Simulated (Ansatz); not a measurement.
# YbSe: the cost of one run

Method: DFT PBEsol, scalar-relativistic, plane waves, PAW, in Ansatz 0.2.0.

### Step 1. Starting point

It takes space group Fm-3m (No. 225, cubic). Conventional cell: a = 5.729 Å, b = 5.729 Å, c = 5.729 Å, α = 90.00°, β = 90.00°, γ = 90.00°. Yb (site symmetry m-3m) has 6 Se at 2.86 Å as nearest neighbours. Se (site symmetry m-3m) has 6 Yb at 2.86 Å as nearest neighbours.

As a file:

```
Yb Se
1.0
     0.00000    2.86430    2.86430
     2.86430    0.00000    2.86430
     2.86430    2.86430    0.00000
Yb Se
1 1
Direct
  0.00000 0.00000 0.00000
  0.50000 0.50000 0.50000
```

This cell comes from an earlier session at PBEsol: 23.499 Å³/atom at 0.01 GPa, on a 10×10×10 mesh.

Volume factors to run: 0.980, 1.020, 0.960, 1.040.

### Step 2. Volume × 0.980

Input file input.yaml:

```yaml
crystal:
  lattice:
    - [0.0, 2.8450746683, 2.8450746683]
    - [2.8450746683, 0.0, 2.8450746683]
    - [2.8450746683, 2.8450746683, 0.0]
  atoms:
    - { symbol: Yb, position: [0.0, 0.0, 0.0] }
    - { symbol: Se, position: [0.5, 0.5, 0.5] }
basis:
  ecutwfc: 420
  ecutrho_ratio: 4
kpoints:
  mp_grid: { grid: [10, 10, 10] }
hamiltonian:
  xc: pbesol
scf:
  occupations: { method: gaussian, width: 0.05 }
output:
  forces: true
  stress: true
  eigenvalues: true
```

The run is started by

```sh
ansatz run input.yaml --threads 1 --pin off --max-ram 2560MiB --backend cpu --events-out ev --progress --plain --runs-dir out
```

Q: Estimate wall time and peak memory on 1 thread of Intel Xeon Platinum 8259CL at 2.50GHz (Skylake/Cascade Lake), shared host.

About 4.3 s, with a peak of 0.42 GiB.
